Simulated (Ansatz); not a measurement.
# CH5In: how energies converge with the basis set

An exercise on one series of results from a longer session: the logs are not shown, and one member is left open.

The runs use Ansatz 0.2.0, Gaussian basis; one geometry, several basis sets.

The runs, in order: PBE0-D4/def2-SVP; ωB97M-V/def2-SVP; PBE0-D4/def2-QZVPP; ωB97M-V/def2-QZVPP; the functionals' def2-TZVPP values are taken from earlier runs.

1 further run of the same task is left out (it didn't finish).

## The geometry

An earlier PBE0-D4 in a triple-zeta def2 set relaxation fixed the geometry. In takes the def2 core potential; no spin-orbit term is included.

SMILES `[CH3][InH2]`, 7 atoms, charge 0, spin multiplicity 1.

Atoms are counted from 1 here; the program's logs count them from 0.

Bond lengths: C1–In2 2.153 Å, C1–H3 1.090 Å, C1–H4 1.093 Å, C1–H5 1.091 Å, In2–H6 1.730 Å, In2–H7 1.731 Å. Angles: In2–C1–H3 111.6°, In2–C1–H4 109.1°, In2–C1–H5 110.7°, H3–C1–H4 108.3°, H3–C1–H5 109.4°, H4–C1–H5 107.6°, C1–In2–H6 120.8°, C1–In2–H7 120.0°, H6–In2–H7 119.3°.

The first run:

Input file in.yaml:

```yaml
crystal:
  periodic: [false, false, false]
  atoms:
    - {symbol: C, position_ang: [-0.528509, -0.700605, -0.498646]}
    - {symbol: In, position_ang: [0.594323, 0.783777, 0.583979]}
    - {symbol: H, position_ang: [-1.415557, -1.012395, 0.052481]}
    - {symbol: H, position_ang: [-0.848333, -0.279993, -1.455857]}
    - {symbol: H, position_ang: [0.091188, -1.573000, -0.711992]}
    - {symbol: H, position_ang: [-0.133531, 1.676965, 1.874912]}
    - {symbol: H, position_ang: [2.240419, 1.105250, 0.155123]}
basis:
  gaussian: {orbitals: def2-SVP}
hamiltonian: {xc: pbe0, dispersion: d4}
output: {orbitals: {seedname: orbitals}}
```

Among the steps run: PBE0-D4 in def2-SVP; ωB97M-V in def2-SVP; PBE0-D4 in def2-QZVPP; ωB97M-V in def2-QZVPP.

One table of the session follows, with a row left open; its other results are not shown here.

It belongs to the step «Functionals by basis». 

```
functional       basis  HOMO (eV)  LUMO (eV)
   PBE0-D4    def2-SVP      -7.54      -1.50
   PBE0-D4  def2-TZVPP      -7.56      -1.55
   PBE0-D4  def2-QZVPP      -7.57      -1.55
   ωB97M-V    def2-SVP      -9.69       0.05
   ωB97M-V  def2-TZVPP      -9.74      -0.12
   ωB97M-V  def2-QZVPP          ?          ?
```

**Question.** Estimate the row for ωB97M-V, def2-QZVPP.

The run gave: HOMO (eV): -9.75; LUMO (eV): -0.16. In the column «HOMO (eV)» it is the lowest.
